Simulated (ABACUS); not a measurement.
# CsLiCr2Te2S3 (Cm) in ABACUS: further runs

One crystal, CsLiCr2Te2S3, is run at these levels: PBE; tasks: single point.

All numbers are computed with ABACUS 3.10.1; they aren't measurements. Logs are shortened: lines on timing, memory, paths and dates and some standing lists are left out, and cuts for length are marked.

## (1) The crystal as given

The structure is monoclinic, space group Cm (No. 8). Conventional cell: a = 6.843 Å, b = 10.361 Å, c = 7.978 Å, α = 90.00°, β = 111.21°, γ = 90.00°. Cs (site symmetry m) has 5 S at 3.58 to 3.92 Å and 1 Li at 4.01 Å as nearest neighbours. Li (site symmetry m) has 3 S at 2.42 to 2.56 Å as nearest neighbours. Around Cr (site symmetry 1) lie 3 S at 2.20 to 2.25 Å and 1 Te at 2.51 Å. Te (site symmetry 1) has 1 Cr at 2.51 Å as nearest neighbours. S (site symmetry 1) has 2 Cr at 2.24 to 2.25 Å and 1 Li at 2.56 Å as nearest neighbours. S (site symmetry m) is surrounded by 2 Cr at 2.20 Å and 1 Li at 2.42 Å.

The cell was built by a generator and needn't be a form met in nature.

## (2) Single point, PBE, collinear spin, ferromagnetic start

File INPUT:

```
INPUT_PARAMETERS
suffix              CsLiCr2Te2S3
calculation         scf
basis_type          lcao
pseudo_dir          ./
orbital_dir         ./
symmetry            1
dft_functional      pbe
ecutwfc             100
pseudo_rcut         7
nspin               2
nbands              57
ks_solver           genelpa
smearing_method     fd
smearing_sigma      0.00367493
scf_thr             1e-07
scf_nmax            100
mixing_type         broyden
mixing_beta         0.4
cal_force           1
cal_stress          1
nupdown             1.0
out_mul             1
```

File STRU:

```
ATOMIC_SPECIES
Cs 132.9055 Cs.upf
Li 6.9400 Li.upf
Cr 51.9961 Cr.upf
Te 127.6000 Te.upf
S 32.0600 S.upf

NUMERICAL_ORBITAL
Cs_confined-atom_10au_3s2p2d.orb
Li_confined-atom_8au_3s1p.orb
Cr_confined-atom_7au_3s2p2d1f.orb
Te_confined-atom_8au_2s2p2d.orb
S_confined-atom_7au_2s2p1d.orb

LATTICE_CONSTANT
1.8897261246

LATTICE_VECTORS
3.4216200000 -5.1806900000 0.0078400000
3.4216200000 5.1806900000 0.0078400000
-2.9041100000 0.0000000000 7.4309300000

ATOMIC_POSITIONS
Direct

Cs
0.0
1
0.0937400000 0.0937400000 0.0085300000 1 1 1 mag 0

Li
0.0
1
0.5887500000 0.5887500000 0.5533600000 1 1 1 mag 0

Cr
0.0
2
0.0564600000 0.4675500000 0.5579000000 1 1 1 mag 3
0.4675500000 0.0564600000 0.5579000000 1 1 1 mag 3

Te
0.0
2
0.5648600000 0.8735700000 0.2903500000 1 1 1 mag 0
0.8735700000 0.5648600000 0.2903500000 1 1 1 mag 0

S
0.0
3
0.8115100000 0.3969700000 0.7334700000 1 1 1 mag 0
0.3969700000 0.8115100000 0.7334700000 1 1 1 mag 0
0.2140400000 0.2140400000 0.4837100000 1 1 1 mag 0
```

File KPT:

```
K_POINTS
0
Gamma
4 4 3 0 0 0
```

Potentials or basis: PseudoDojo NC SR 0.4.1 PBE standard, DZP LCAO (the cutoffs set its grid).

Command:

```console
$ OMP_NUM_THREADS=1 mpirun -np 4 abacus > log
```

running log:

```text
ABACUS v3.10.1

               Atomic-orbital Based Ab-initio Computation at UStc

 ------------------------------------------------------------------------------------

 READING GENERAL INFORMATION
                           global_out_dir = OUT.CsLiCr2Te2S3/
                           global_in_card = INPUT
                               pseudo_dir = ./
                              orbital_dir = ./
                                    DSIZE = 4
                                    GSIZE = 1

 READING UNITCELL INFORMATION
                                    ntype = 5
                  lattice constant (Bohr) = 1.88973
              lattice constant (Angstrom) = 1

 READING ATOM TYPE 1
                               atom label = Cs
                      L=0, number of zeta = 3
                      L=1, number of zeta = 2
                      L=2, number of zeta = 2
             number of atom for this type = 1
               magnetization of element 1 = 0

 READING ATOM TYPE 2
                               atom label = Li
                      L=0, number of zeta = 3
                      L=1, number of zeta = 1
             number of atom for this type = 1
               magnetization of element 2 = 0

 READING ATOM TYPE 3
                               atom label = Cr
                      L=0, number of zeta = 3
                      L=1, number of zeta = 2
                      L=2, number of zeta = 2
                      L=3, number of zeta = 1
             number of atom for this type = 2
               magnetization of element 3 = 3

 READING ATOM TYPE 4
                               atom label = Te
                      L=0, number of zeta = 2
                      L=1, number of zeta = 2
                      L=2, number of zeta = 2
             number of atom for this type = 2
               magnetization of element 4 = 0

 READING ATOM TYPE 5
                               atom label = S
                      L=0, number of zeta = 2
                      L=1, number of zeta = 2
                      L=2, number of zeta = 1
             number of atom for this type = 3
               magnetization of element 5 = 0

                        TOTAL ATOM NUMBER = 9
DIRECT COORDINATES
    atom                   x                   y                   z     mag                  vx                  vy                  vz
taud_Cs1            0.0937400000        0.0937400000        0.0085300000  0.0000        0.0000000000        0.0000000000        0.0000000000
taud_Li1            0.5887500000        0.5887500000        0.5533600000  0.0000        0.0000000000        0.0000000000        0.0000000000
taud_Cr1            0.0564600000        0.4675500000        0.5579000000  3.0000        0.0000000000        0.0000000000        0.0000000000
taud_Cr2            0.4675500000        0.0564600000        0.5579000000  3.0000        0.0000000000        0.0000000000        0.0000000000
taud_Te1            0.5648600000        0.8735700000        0.2903500000  0.0000        0.0000000000        0.0000000000        0.0000000000
taud_Te2            0.8735700000        0.5648600000        0.2903500000  0.0000        0.0000000000        0.0000000000        0.0000000000
taud_S1            0.8115100000        0.3969700000        0.7334700000  0.0000        0.0000000000        0.0000000000        0.0000000000
taud_S2            0.3969700000        0.8115100000        0.7334700000  0.0000        0.0000000000        0.0000000000        0.0000000000
taud_S3            0.2140400000        0.2140400000        0.4837100000  0.0000        0.0000000000        0.0000000000        0.0000000000

                          Volume (Bohr^3) = 1779.42
                             Volume (A^3) = 263.682

 Lattice vectors: (Cartesian coordinate: in unit of a_0)
             +3.42162            -5.18069            +0.00784
             +3.42162            +5.18069            +0.00784
             -2.90411                  +0            +7.43093
 Reciprocal vectors: (Cartesian coordinate: in unit of 2 pi/a_0)
            +0.145999          -0.0965122          +0.0570584
            +0.145999          +0.0965122          +0.0570584
         -0.000308072                  -0           +0.134452
 The esolver type has been set to : ksdft_lcao

                PAO radial cut off (Bohr) = 7

 Read in pseudopotential file is Cs.upf
                     pseudopotential type = NC
          exchange-correlation functional = PBE
                 nonlocal core correction = 1
                        valence electrons = 9
                                     lmax = 3
                           number of zeta = 3
                     number of projectors = 8
                           L of projector = 0
                           L of projector = 0
                           L of projector = 1
[... 228 lines left out ...]
     energy cutoff for wavefunc (unit:Ry) = 100
              fft grid for wave functions = [ 75, 75, 96 ]
                    number of plane waves = 35677
                         number of sticks = 1121

 PARALLEL PW FOR WAVE FUNCTIONS
     PROC   COLUMNS(POT)             PW
        1            280           8918
        2            280           8918
        3            281           8923
        4            280           8918
 --------------- sum -------------------
        4           1121          35677

 SET NONLOCAL PSEUDOPOTENTIAL PROJECTORS
 SET NONLOCAL PSEUDOPOTENTIAL PROJECTORS
 SET NONLOCAL PSEUDOPOTENTIAL PROJECTORS
 SET NONLOCAL PSEUDOPOTENTIAL PROJECTORS
 SET NONLOCAL PSEUDOPOTENTIAL PROJECTORS
 max number of nonlocal projetors among all species is 8

 -------------------------------------------
 SELF-CONSISTENT
 -------------------------------------------

 SETUP SEARCHING RADIUS FOR PROGRAM TO SEARCH ADJACENT ATOMS
                  longest orb rcut (Bohr) = 10
   longest nonlocal projector rcut (Bohr) = 2.3
                     search radius (Bohr) = 24.6
              searching radius is (Bohr)) = 24.6
         searching radius unit is (Bohr)) = 1.89
                         PeriodicBoundary = 1
                        Radius(unit:lat0) = 13
                                   glayer = [ 4, 4, 3 ]
                             glayer_minus = [ 3, 3, 2 ]

Find the coordinate range of the input atom(unit:lat0).
                                  min_tau = [ -26.3, -33.2, -14.8 ]
                                  max_tau = [ 30.4, 33.2, 20.4 ]
                                BoxNumber = [ 7, 7, 5 ]

 SETUP EXTENDED REAL SPACE GRID FOR GRID INTEGRATION
                          real space grid = [ 75, 75, 96 ]
                 big cell numbers in grid = [ 15, 15, 24 ]
             meshcell numbers in big cell = [ 5, 5, 4 ]
                        extended fft grid = [ 15, 15, 18 ]
                dimension of extened grid = [ 46, 46, 61 ]
                            UnitCellTotal = 48
              Atom number in sub-FFT-grid = 9
    Local orbitals number in sub-FFT-grid = 152
                                ParaV.nnr = 66422
                                 init_chg = atomic

 LCAO ALGORITHM --------------- ION=   1  ELEC=   1--------------------------------
          total magnetism (Bohr mag/cell) = 1
       absolute magnetism (Bohr mag/cell) = 2.84073

 Density error is 0.107720729327
----------------------------------------------------------
     Energy           Rydberg                 eV
----------------------------------------------------------
 E_KohnSham     -901.7839318761      -12269.3998383583
 E_Harris       -934.4151188355      -12713.3699135102
 E_Fermi_up     0.4641130750         6.3145823363
 E_Fermi_dw     0.5790613226         7.8785334794
----------------------------------------------------------
[... 327 lines left out ...]
 Density error is 7.646913547e-08
----------------------------------------------------------
     Energy           Rydberg                 eV
----------------------------------------------------------
 E_KohnSham     -903.1053577155      -12287.3787592590
 E_KS(sigma->0) -903.1030307402      -12287.3470991359
 E_Harris       -903.1053604248      -12287.3787961207
 E_band         -103.3474100784      -1406.1136506095
 E_one_elec     -650.1113718223      -8845.2189913802
 E_Hartree      346.1267011653       4709.2953657911
 E_xc           -187.2796073980      -2548.0697798152
 E_Ewald        -411.8364257099      -5603.3220336084
 E_entropy(-TS) -0.0046539506        -0.0633202463
 E_descf        0.0000000000         0.0000000000
 E_exx          0.0000000000         0.0000000000
 E_Fermi_up     0.4294616158         5.8431250473
 E_Fermi_dw     0.4559266750         6.2032006497
----------------------------------------------------------

 charge density convergence is achieved
 final etot is -12287.378759 eV
 EFERMI = 0 eV

 STATE ENERGY(eV) AND OCCUPATIONS    NSPIN == 2
SPIN UP :
 1/17 kpoint (Cartesian) = 0.0000 0.0000 0.0000 (7510 pws)
       1       -66.3947      0.0208333
       2       -66.3938      0.0208333
       3       -40.3797      0.0208333
       4       -37.8960      0.0208333
       5       -37.8824      0.0208333
       6       -37.7684      0.0208333
[... 344 lines left out ...]
      56        10.6592    6.13891e-44
      57        10.8286    2.07109e-45

[... levels at 28 further k points ...]

-------------------------------------------------
 Total Magnetism (uB)
-------------------------------------------------
                        Cs1        -0.0010559181
                        Li1        -0.0000025964
                        Cr1         0.8194875444
                        Cr2         0.7997441856
                        Te1        -0.1936179340
                        Te2        -0.1793521457
                         S1        -0.0915649733
                         S2        -0.0754079248
                         S3        -0.0782302377
-------------------------------------------------

 correction force for each atom along direction 1 is -2.74937e-06
 correction force for each atom along direction 2 is 0.00241082
 correction force for each atom along direction 3 is -1.17982e-06
------------------------------------------------------------------------------------------
 TOTAL-FORCE (eV/Angstrom)
------------------------------------------------------------------------------------------
                       Cs1         0.0247978614         0.0000000000        -0.0247492126
                       Li1        -0.0010389668         0.0000000000        -0.0076686115
                       Cr1         0.0668727515        -0.2791363759         0.1847923638
                       Cr2         0.0668727515         0.2791363759         0.1847923638
                       Te1        -0.0233326255         0.0912443997        -0.0374985241
                       Te2        -0.0233326255        -0.0912443997        -0.0374985241
                        S1        -0.0048699959        -0.3160560701        -0.3062406776
                        S2        -0.0048699959         0.3160560701        -0.3062406776
                        S3        -0.1010991547         0.0000000000         0.3503114998
------------------------------------------------------------------------------------------

----------------------------------------------------------------
 TOTAL-STRESS (KBAR)
----------------------------------------------------------------
        -9.8580307042         0.0000000000         0.6673253063
         0.0000000000       -14.2590428265         0.0000000000
         0.6673253063         0.0000000000        -5.7562711090
----------------------------------------------------------------
 TOTAL-PRESSURE: -9.957782 KBAR

 --------------------------------------------
 !FINAL_ETOT_IS -12287.3787592590233544 eV
 --------------------------------------------
```

It took 89 s on 4 MPI ranks of Intel Xeon Platinum 8488C (Sapphire Rapids), shared host; peak memory 1.3 GiB.

What came out:

| Property | Result |
| --- | --- |
| Free energy | -12287.3788 eV |
| Pressure | -1.0 GPa |
| Largest force | 0.440 eV/Å |
| Net moment | 1.00 μB per cell |
| Absolute moment | 2.14 μB per cell |
| Site moments | Cs -0.00; Li -0.00; Cr +0.82, +0.80; Te -0.19, -0.18; S -0.09, -0.08 μB |
| Mulliken charges | Cs +0.57; Li +0.49; Cr +0.36, +0.42; Te -0.30; S -0.42, -0.45, -0.36 e |

Forces on the atoms (eV/Å):
```
Cs   0.025  0.000 -0.025
Li  -0.001  0.000 -0.008
Cr   0.067 -0.279  0.185
Cr   0.067  0.279  0.185
Te  -0.023  0.091 -0.037
Te  -0.023 -0.091 -0.037
S   -0.005 -0.316 -0.306
S   -0.005  0.316 -0.306
S   -0.101  0.000  0.350
```

Caveat: the atomic orbitals were generated for these runs and aren't a published set; the moment is held away from its start; Mulliken charges move with the basis; the basis of atomic orbitals isn't converged, which shifts pressures, moduli and gaps; the total moment is fixed, so each spin has its own Fermi level. The run has no spin-orbit coupling, so splittings on Cs, Te are missing.

## (3) Single point, PBE, collinear spin, ferromagnetic start

INPUT, as its differences from that of step 2:

```diff
@@ -21,3 +21,3 @@
 cal_stress          1
-nupdown             1.0
+nupdown             2.0
 out_mul             1
```

STRU is that of step 2.

KPT is that of step 2.

Potentials or basis: PseudoDojo NC SR 0.4.1 PBE standard, DZP LCAO (the cutoffs set its grid).

Command:

```console
$ OMP_NUM_THREADS=1 mpirun -np 4 abacus > log
```

It took 80 s on 4 MPI ranks of Intel Xeon Platinum 8488C (Sapphire Rapids), shared host; peak memory 1.3 GiB.

It converged, with:

```
Free energy      : -12287.6202 eV
Pressure         : -0.6 GPa
Largest force    : 0.339 eV/Å
Net moment       : 2.00 μB per cell
Absolute moment  : 3.59 μB per cell
Site moments     : Cs +0.01; Li +0.00; Cr +1.45, +1.43; Te -0.29, -0.27; S -0.13, -0.12, -0.09 μB
Mulliken charges : Cs +0.57; Li +0.49; Cr +0.40, +0.41; Te -0.30, -0.31; S -0.43, -0.45, -0.36 e
```

Forces on the atoms (eV/Å):
```
Cs   0.017  0.000 -0.006
Li   0.003  0.000 -0.026
Cr   0.016 -0.219  0.254
Cr   0.016  0.219  0.254
Te   0.009  0.043 -0.119
Te   0.009 -0.043 -0.119
S    0.026 -0.242 -0.236
S    0.026  0.242 -0.236
S   -0.123  0.000  0.234
```

Stress tensor (GPa, compression positive):
```
-0.56  0.00  0.06
 0.00 -1.00  0.00
 0.06  0.00 -0.24
```

Caveat: the atomic orbitals were generated for these runs and aren't a published set; the moment is held away from its start; Mulliken charges move with the basis; the basis of atomic orbitals isn't converged, which shifts pressures, moduli and gaps; the total moment is fixed, so each spin has its own Fermi level; only a ferromagnetic start was run, and an antiferromagnetic order may lie lower in energy.

(Part 1 of 2 ends here.)
